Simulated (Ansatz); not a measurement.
Run this with the Ansatz DFT code, driven from Python and show what comes out.

The script reads `ch7bge.xyz`:
```text
10

C    -1.10100    0.86710   -0.54730
B     0.04880   -0.11020   -0.74670
Ge    1.01330   -0.82820    0.84370
H    -1.99910    0.48460   -0.99320
H    -0.91050    1.85280   -1.10190
H    -1.31110    1.13670    0.51730
H     0.39720   -0.44550   -1.82740
H     0.95670   -2.35700    0.88190
H     0.44500   -0.21750    2.19680
H     2.54380   -0.43410    0.77960
```

`run_tae.py`
```python
from collections import Counter
from dataclasses import dataclass

import ansatz as az


@dataclass
class RunConfig:
    basis_set: str = "def2-SVPD"
    xc: str = "B3LYP"


opts = RunConfig()


def total_energy(molecule, charge=0, unpaired=0):
    calc = molecule.calculation().basis(gaussian=opts.basis_set).functional(opts.xc)
    if charge:
        calc = calc.charge(charge)
    if unpaired:
        calc = calc.spin("collinear", total=unpaired)
    report = calc.run(threads=1).report
    if report["published_state_doubts"]:
        print("  doubts:", report["published_state_doubts"])
    return report["free_energy_ev"]


def main() -> None:
    mol = az.Crystal.molecule_from_extxyz("ch7bge.xyz")

    unpaired = {"C": 2, "B": 1, "Ge": 2, "H": 1}
    counts = Counter(site.symbol for site in mol.cartesian_sites)
    atom_energy = {s: total_energy(az.Crystal.molecule().atom(s, (0, 0, 0)), 0, unpaired[s]) for s in counts}
    whole = total_energy(mol, 0, 0)
    for s, e in atom_energy.items():
        print(f"{s:2s} x{counts[s]}  {e:14.5f} eV")
    print(f"CH7BGe: {whole:.5f} eV")
    split = sum(counts[s] * e for s, e in atom_energy.items()) - whole
    print(f"atomisation energy (no zero-point term): {split:.3f} eV, {split / sum(counts.values()):.3f} eV an atom")


if __name__ == "__main__":
    main()
```

```console
$ python run_tae.py
C  x1     -1028.99694 eV
B  x1      -670.35971 eV
Ge x1    -56510.00658 eV
H  x7       -13.63995 eV
CH7BGe: -58338.00537 eV
atomisation energy (no zero-point term): 33.162 eV, 3.316 eV an atom
```

33.162 eV from the electronic energies, without the zero-point term.

Total energies depend on the basis set; only differences at equal settings carry meaning. The geometry is a force-field or estimated start, not a minimum of this method, and the basis set is short of its limit. All parts are taken at fixed geometry, without zero-point energy. b3lyp holds the VWN-RPA fit, as in Gaussian; the form of ORCA and Turbomole is b3lyp5. Finished in 7.2 s on 1 thread of Arm Neoverse V1, on a shared host, peak memory 0.29 GiB.
